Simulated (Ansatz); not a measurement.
# CrF₂H₁₂N₄: ligand-field states

Aim: the low states of CrF₂H₁₂N₄ within an active space of 4 electrons in 5 orbitals (Cr 3d), by state-averaged CASSCF and SC-NEVPT2.

Program: Ansatz 0.2.0, Gaussian basis. Level of theory: CASSCF and SC-NEVPT2 in def2-SVP. These are calculated values, not measurements.

1 further run of the same task is left out (it didn't finish).

### 1 The geometry

The quintet was relaxed beforehand with PBE-D4/def2-SVP.

19 atoms, charge 0, spin multiplicity 5.

Atoms are counted from 1 here; the program's logs count them from 0.

Bond lengths: Cr1–F2 1.888 Å, Cr1–F3 1.890 Å, Cr1–N4 2.115 Å, Cr1–N8 2.112 Å, N4–H5 1.029 Å, N4–H6 1.029 Å, N4–H7 1.061 Å, N8–H9 1.029 Å, N8–H10 1.061 Å, N8–H11 1.029 Å, N12–H13 1.029 Å, N12–H14 1.049 Å, N12–H15 1.029 Å, N16–H17 1.028 Å, N16–H18 1.028 Å, N16–H19 1.048 Å. Angles: F2–Cr1–F3 179.1°, F2–Cr1–N4 87.7°, F2–Cr1–N8 92.2°, F3–Cr1–N4 92.7°, F3–Cr1–N8 87.4°, N4–Cr1–N8 179.8°, Cr1–N4–H5 109.5°, Cr1–N4–H6 111.5°, Cr1–N4–H7 110.8°, H5–N4–H6 105.8°, H5–N4–H7 111.2°, H6–N4–H7 108.0°, Cr1–N8–H9 108.7°, Cr1–N8–H10 109.9°, Cr1–N8–H11 112.4°, H9–N8–H10 111.9°, H9–N8–H11 106.4°, H10–N8–H11 107.6° and more.

Geometry (Å):

```csv
atom,x (Å),y (Å),z (Å)
Cr1,-0.03515,-0.00444,0.07333
F2,0.52070,1.54312,1.00204
F3,-0.59519,-1.53689,-0.88064
N4,1.86538,-0.83435,0.48829
H5,2.17791,-0.52713,1.41906
H6,2.57837,-0.49486,-0.17213
H7,1.83650,-1.89328,0.42367
N8,-1.93031,0.82915,-0.34410
H9,-2.29296,0.40576,-1.20874
H10,-1.85096,1.88398,-0.42342
H11,-2.62006,0.62292,0.39169
N12,-1.06561,3.50906,-0.10666
H13,-0.57312,4.04078,-0.83672
H14,-0.33961,2.94868,0.40158
H15,-1.42784,4.20841,0.55485
N16,1.14510,-3.50860,-0.07110
H17,0.71760,-4.16234,0.59782
H18,1.52439,-4.09035,-0.82943
H19,0.36488,-2.93964,-0.47939
```

No spin-orbit coupling is included.

### 2 The run

States asked for, with equal weights: 5 quintets, 12 triplets, 6 singlets.

File in.yaml:

```yaml
crystal:
  periodic: [false, false, false]
  atoms:
    - {symbol: Cr, position_ang: [-0.035152, -0.004436, 0.073332]}
    - {symbol: F, position_ang: [0.520703, 1.543123, 1.002042]}
    - {symbol: F, position_ang: [-0.595192, -1.536887, -0.880637]}
    - {symbol: N, position_ang: [1.865377, -0.834350, 0.488293]}
    - {symbol: H, position_ang: [2.177907, -0.527129, 1.419063]}
    - {symbol: H, position_ang: [2.578371, -0.494856, -0.172127]}
    - {symbol: H, position_ang: [1.836497, -1.893277, 0.423673]}
    - {symbol: N, position_ang: [-1.930311, 0.829147, -0.344103]}
    - {symbol: H, position_ang: [-2.292964, 0.405759, -1.208741]}
    - {symbol: H, position_ang: [-1.850962, 1.883983, -0.423422]}
    - {symbol: H, position_ang: [-2.620060, 0.622925, 0.391687]}
    - {symbol: N, position_ang: [-1.065610, 3.509055, -0.106662]}
    - {symbol: H, position_ang: [-0.573117, 4.040777, -0.836719]}
    - {symbol: H, position_ang: [-0.339610, 2.948684, 0.401579]}
    - {symbol: H, position_ang: [-1.427841, 4.208409, 0.554851]}
    - {symbol: N, position_ang: [1.145100, -3.508596, -0.071103]}
    - {symbol: H, position_ang: [0.717599, -4.162339, 0.597817]}
    - {symbol: H, position_ang: [1.524385, -4.090348, -0.829429]}
    - {symbol: H, position_ang: [0.364880, -2.939644, -0.479394]}
basis:
  gaussian: {orbitals: def2-SVP}
magnetization: {spin_polarized: false, initial_magnetization: 4}
hamiltonian: {xc: hf}
correlation: {method: sc_nevpt2, active_space: {window: {electrons: 4, orbitals: 5}, shells: [{species: Cr, l: d, shell: 3}], states: [{multiplicity: 5, weights: [1, 1, 1, 1, 1]}, {multiplicity: 3, weights: [1, 1, 1, 1, 1, 1, 1, 1, 1, 1, 1, 1]}, {multiplicity: 1, weights: [1, 1, 1, 1, 1, 1]}]}}
scf: {omitted_lower_state_checks: [starts]}
```

Started as:

```sh
$ ansatz run in.yaml --threads 2 --pin off --events-out ev --progress --plain --max-ram 32768MiB --backend cuda --devices 0, --max-vram 18GiB
```

Q: Predict the results of all the runs planned. Wanted: lowest state, NEVPT2; lowest state, CASSCF; next quintet, CASSCF and NEVPT2; lowest triplet less lowest quintet, CASSCF and NEVPT2; span of the states asked for, NEVPT2.

**Answer**, as computed:

| quantity | value |
| --- | --- |
| lowest state, NEVPT2 | quintet, count 1 |
| lowest state, CASSCF | quintet |
| next quintet, CASSCF and NEVPT2 | 16153, 17401 cm⁻¹ |
| lowest triplet less lowest quintet, CASSCF and NEVPT2 | 20148, 18125 cm⁻¹ |
| span of the states asked for, NEVPT2 | 31110 cm⁻¹ |

What this shows: Both levels make a quintet the lowest. Dynamic correlation moves the lowest triplet by -2022 cm⁻¹, towards the lower spin, which has more electron pairs to correlate. The first excitation within the quintets goes from 16153 to 17401 cm⁻¹. An active space of the metal shell alone leaves out covalency and charge transfer with the ligands.
